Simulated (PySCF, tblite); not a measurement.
# BH₉O₂Si₃: geometry, infrared bands and NMR shifts

Aim: predict the infrared bands and NMR shifts of BH₉O₂Si₃ (`B[SiH](O[SiH3])O[SiH3]`).

The runs use tblite 0.8.0 and PySCF 2.14.0, with density-fitted response routines of our own; the level of theory stands in each step. All values are computed, except where a source is named. Atoms are numbered from 0 throughout.

### 1 Starting geometry

15 atoms, charge 0, multiplicity 1; geometry from: force field or distance geometry start.

Bonds of the start (Å): B0–Si1 1.93, Si1–O2 1.73, O2–Si3 1.70, Si1–O4 1.69, O4–Si5 1.70, B0–H6 1.19, B0–H7 1.20, Si1–H8 1.47, Si3–H9 1.45, Si3–H10 1.49, Si3–H11 1.47, Si5–H12 1.47, Si5–H13 1.47, Si5–H14 1.47.

### 2 Relaxing the molecule with GFN2-xTB

The job: settings as JSON, then the geometry in Å.

```
{"job": {"kind": "relax", "xc": "GFN2-xTB", "basis": "xTB"}, "charge": 0, "multiplicity": 1}
B     -0.209400     1.689900     0.469900
Si     0.048300     0.200700    -0.732900
O      0.975800    -1.075600    -0.028000
Si     2.617500    -0.665400     0.173200
O     -1.431600    -0.424600    -1.264500
Si    -2.555900    -0.753200    -0.038800
H      0.371100     2.721400     0.318700
H     -1.294100     1.837900     0.955300
H      0.784800     0.680100    -1.916700
H      3.498100    -1.331900    -0.772400
H      3.061900    -1.138300     1.514000
H      2.825800     0.786300     0.180800
H     -2.098600    -0.123700     1.213900
H     -3.890200    -0.205000    -0.307500
H     -2.707800    -2.190600     0.213100
```

The run is started by

```bash
$ OMP_NUM_THREADS=1 python probes_run.py task.json out
```

This one command runs all jobs of the session in turn.

**Question.** This job is followed by: GFN2-xTB harmonic vibrations, gas phase; GIAO PBE0/pcSseg-1 NMR shielding, non-relativistic, gas phase. What will the session give for the following? strongest single infrared mode (GFN2-xTB); zero-point energy (GFN2-xTB); 1H shifts against TMS (PBE0/pcSseg-1, means over atoms taken as alike); 11B shifts against BF3·OEt2 (PBE0/pcSseg-1); 29Si shifts against TMS (PBE0/pcSseg-1, means over atoms taken as alike); 17O shifts against H2O (PBE0/pcSseg-1, means over atoms taken as alike).

The runs gave:

| quantity | value |
| --- | --- |
| strongest single infrared mode (GFN2-xTB) | 2240 cm⁻¹, 760 km/mol |
| zero-point energy (GFN2-xTB) | 53.3 kcal/mol |
| 1H shifts against TMS (PBE0/pcSseg-1, means over atoms taken as alike) | 9.76, 5.49, 5.29 ppm |
| 11B shifts against BF3·OEt2 (PBE0/pcSseg-1) | 108.4 ppm |
| 29Si shifts against TMS (PBE0/pcSseg-1, means over atoms taken as alike) | -36.1, -44.6 ppm |
| 17O shifts against H2O (PBE0/pcSseg-1, means over atoms taken as alike) | 45.2 ppm |

In words: Relaxing lowered the energy by 1.391 eV in 155 steps; the close pair that moved most is Si1–O2, from 1.728 to 1.636 Å. No mode is imaginary among the 39: a minimum at this level. GFN2-xTB is a fitted tight-binding method: band positions and strengths are rough. Its intensities can rank the bands wrongly. At PBE0/pcSseg-1: The widest tensor belongs to B0: span 257 ppm, with a paramagnetic part of -209 ppm.
